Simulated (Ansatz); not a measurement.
**Cl2 with HfH4O4: structure and interaction energy**

One table from this session's results is given with a row withheld; the runs are named, their logs left out.

Method: PBE0-D4 structure, single points in def2-TZVPPD; program: Ansatz 0.2.0, Gaussian basis.

Levels: PBE-D4, revPBE-D4, BLYP-D4, r2SCAN-D4, B97M-V, PBE0-D4, B3LYP-D4, HSE06-D4, wB97X-V, wB97M-V, B2PLYP, Hartree-Fock, MP2, CCSD, CCSD(T). The reference is CCSD(T) extrapolated to the basis limit. For elements past Ar these valence bases correlate outer-core shells poorly, so that limit is rough.

Correlated methods freeze the cores. Core potentials replace the inner electrons past krypton, and spin-orbit coupling is left out. B3LYP uses VWN-RPA correlation. B2PLYP carries no dispersion term here.

45 further runs of the same task are left out: 2 that didn't finish, 43 set aside as unsound or not needed.

## Where the work starts

The pair, from a GFN2-xTB docking trial: 11 atoms, charge 0, spin multiplicity 1.

Atoms are counted from 1 here; the program's logs count them from 0.

Bond lengths: Cl1–Cl2 1.998 Å, Cl1–Hf4 2.714 Å, Cl2–Hf4 3.021 Å, O3–Hf4 1.876 Å, O3–H8 0.963 Å, Hf4–O5 1.875 Å, Hf4–O6 1.877 Å, Hf4–O7 1.871 Å, Hf4–H8 2.449 Å, Hf4–H9 2.402 Å, Hf4–H10 2.404 Å, Hf4–H11 2.375 Å, O5–H9 0.962 Å, O6–H10 0.962 Å, O7–H11 0.962 Å. Angles: Cl2–Cl1–Hf4 78.1°, Cl1–Cl2–Hf4 61.5°, Hf4–O3–H8 115.4°, Cl1–Hf4–Cl2 40.3°, Cl1–Hf4–O3 80.7°, Cl1–Hf4–O5 79.1°, Cl1–Hf4–O6 178.3°, Cl1–Hf4–O7 79.7°, Cl1–Hf4–H8 101.5°, Cl1–Hf4–H9 99.6°, Cl1–Hf4–H10 158.9°, Cl1–Hf4–H11 101.9°, Cl2–Hf4–O3 67.4°, Cl2–Hf4–O5 119.4°, Cl2–Hf4–O6 139.9°, Cl2–Hf4–O7 67.2°, Cl2–Hf4–H8 83.8°, Cl2–Hf4–H9 139.3° and more.

Coordinates:

| atom | x (Å) | y (Å) | z (Å) |
| --- | --- | --- | --- |
| Cl1 | 0.5628 | 1.6158 | -2.0469 |
| Cl2 | -0.1868 | 0.0048 | -2.9616 |
| O3 | -1.7440 | 0.3102 | -0.5579 |
| Hf4 | 0.0007 | -0.0086 | 0.0531 |
| O5 | 0.7410 | 1.4699 | 0.9366 |
| O6 | -0.3338 | -1.1470 | 1.5079 |
| O7 | 1.3748 | -0.9813 | -0.7638 |
| H8 | -2.4424 | -0.1279 | -0.0605 |
| H9 | 1.0488 | 1.2385 | 1.8187 |
| H10 | -0.6551 | -0.6598 | 2.2726 |
| H11 | 1.6340 | -1.7148 | -0.1981 |

Atoms 1 to 2 are fragment A (Cl2), the rest fragment B (HfH4O4).

The first run:

pre/in.yaml

```yaml
crystal:
  periodic: [false, false, false]
  atoms:
    - {symbol: Cl, position_ang: [0.562800, 1.615800, -2.046900]}
    - {symbol: Cl, position_ang: [-0.186800, 0.004800, -2.961600]}
    - {symbol: O, position_ang: [-1.744000, 0.310200, -0.557900]}
    - {symbol: Hf, position_ang: [0.000700, -0.008600, 0.053100]}
    - {symbol: O, position_ang: [0.741000, 1.469900, 0.936600]}
    - {symbol: O, position_ang: [-0.333800, -1.147000, 1.507900]}
    - {symbol: O, position_ang: [1.374800, -0.981300, -0.763800]}
    - {symbol: H, position_ang: [-2.442400, -0.127900, -0.060500]}
    - {symbol: H, position_ang: [1.048800, 1.238500, 1.818700]}
    - {symbol: H, position_ang: [-0.655100, -0.659800, 2.272600]}
    - {symbol: H, position_ang: [1.634000, -1.714800, -0.198100]}
basis:
  gaussian: {orbitals: def2-SVP}
hamiltonian: {xc: pbe, dispersion: d4}
relax: {f_tol: 0.03, max_steps: 250}
```

No record of the launch command was kept for these runs.

Among the steps run: A first relaxation in a small basis; Relaxation at PBE0-D4; CCSD(T)/def2-TZVPPD; MP2/def2-QZVPPD; Vibrations of the pair.

One table of the session follows, with a row left open; its other results are not shown here.

| method | interaction (kcal/mol) |
| --- | --- |
| PBE-D4 | ? |
| revPBE-D4 | -4.53 |
| BLYP-D4 | -4.83 |
| r2SCAN-D4 | -5.63 |
| B97M-V | -5.39 |
| PBE0-D4 | -4.42 |
| B3LYP-D4 | -4.32 |
| HSE06-D4 | -4.44 |
| wB97X-V | -3.48 |
| wB97M-V | -3.74 |
| B2PLYP | -2.51 |
| Hartree-Fock | 1.10 |
| MP2 | -3.36 |
| CCSD | -1.89 |
| CCSD(T) | -2.73 |
| CCSD(T)/CBS | -3.70 |

**Question.** Estimate the row for PBE-D4.

**Answer.** interaction (kcal/mol): -5.48. In the column «interaction (kcal/mol)» it lies between r2SCAN-D4 (-5.63) and B97M-V (-5.39).

Among the levels timed on like hardware and quicker than the yardstick, those that no quicker one beats, quickest first: PBE-D4 (5.5 s, -1.78 kcal/mol); revPBE-D4 (5.6 s, -0.83 kcal/mol); PBE0-D4 (6.2 s, -0.72 kcal/mol); B3LYP-D4 (6.4 s, -0.62 kcal/mol); wB97X-V (8.7 s, +0.22 kcal/mol); wB97M-V (9.9 s, -0.04 kcal/mol).

For cost: wB97M-V gets within 0.04 kcal/mol in 9.9 s, where CCSD(T)/CBS took 56 s; the quickest level in the cost chart, PBE-D4, takes 5.5 s and misses by 1.78 kcal/mol.

Limits of these values: A lower arrangement may exist.
